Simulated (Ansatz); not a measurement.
# CHGe (sextet): wave-function methods side by side, cc-pVDZ

The task here is to estimate one member of a computed series from the others.

Method: cc-pVDZ, core rule «outside noble gas», up to 15 orbitals frozen; program: Ansatz 0.2.0, Gaussian basis.

Plan: UHF; CCSD(T) on ROHF; CCSD(T) on UHF; BCCD(T) on ROHF; CISD; CCSDT(Q) on ROHF; CCSDT(Q) on UHF; CASSCF and MRCISD+Q, 9 electrons in 9 orbitals; CASSCF and NEVPT2, 9 electrons in 9 orbitals.

21 further runs of the same task are left out: 9 that didn't finish, 12 set aside as unsound or not needed.

## The geometry

The geometry is a PBE0/def2-TZVP stationary point (not a proven minimum) of the parent state, kept for this charge and spin. No spin-orbit coupling is included. The filled d shell of Ge may be among the frozen orbitals whatever the setting's name suggests; the logs give the count.

3 atoms, charge 0, spin multiplicity 6.

Atoms are counted from 1 here; the program's logs count them from 0.

Bond lengths: Ge1–C2 1.987 Å, C2–H3 1.097 Å. Angles: Ge1–C2–H3 132.1°.

Set-up of the first run:

Contents of in.yaml:

```yaml
crystal:
  periodic: [false, false, false]
  atoms:
    - {symbol: Ge, position_ang: [0.000000, 0.014036, 0.310508]}
    - {symbol: C, position_ang: [0.000000, -0.136900, -1.670999]}
    - {symbol: H, position_ang: [0.000000, 0.619772, -2.465821]}
basis:
  gaussian: {orbitals: cc-pVDZ}
magnetization: {spin_polarized: true, initial_magnetization: 5}
hamiltonian: {xc: hf}
output: {orbitals: {seedname: orbitals}}
```

On the command line:

```console
> ansatz run in.yaml --threads 1 --pin off --events-out ev --progress --plain --max-ram 2393MiB
```

Among the steps run: UHF; CCSD(T) on ROHF; CCSD(T) on UHF; BCCD(T) on ROHF; CISD; CCSDT(Q) on ROHF; CCSDT(Q) on UHF; CASSCF and MRCISD+Q, 9 electrons in 9 orbitals; CASSCF and NEVPT2, 9 electrons in 9 orbitals.

One table of the session follows, with a row left open; its other results are not shown here.

```
          method  from RCCSDT(Q) (kcal/mol)
            ROHF                     +96.73
             UHF                     +91.52
            RMP2                     +19.46
            UMP2                     +19.28
            CISD                          ?
           RCCSD                      +2.99
           UCCSD                      +2.36
        RCCSD(T)                      +0.65
        UCCSD(T)                      +0.15
         BCCD(T)                      +0.66
          RCCSDT                      +0.13
          UCCSDT                      -0.38
       RCCSDT(Q)                          0
       UCCSDT(Q)                      -0.51
  CASSCF valence                     +69.64
  NEVPT2 valence                     +16.91
  MRCISD valence                      +4.31
MRCISD+Q valence                      +0.64
```

Q: Estimate the row for CISD from the others.

**Answer.** from RCCSDT(Q) (kcal/mol): +5.97. In the column «from RCCSDT(Q) (kcal/mol)» it lies between MRCISD valence (+4.31) and NEVPT2 valence (+16.91).

To keep in mind: Restricted and unrestricted rows rest on different reference determinants; where their highest levels disagree by more than a few hundredths of an eV, they describe different states and don't form one ladder.
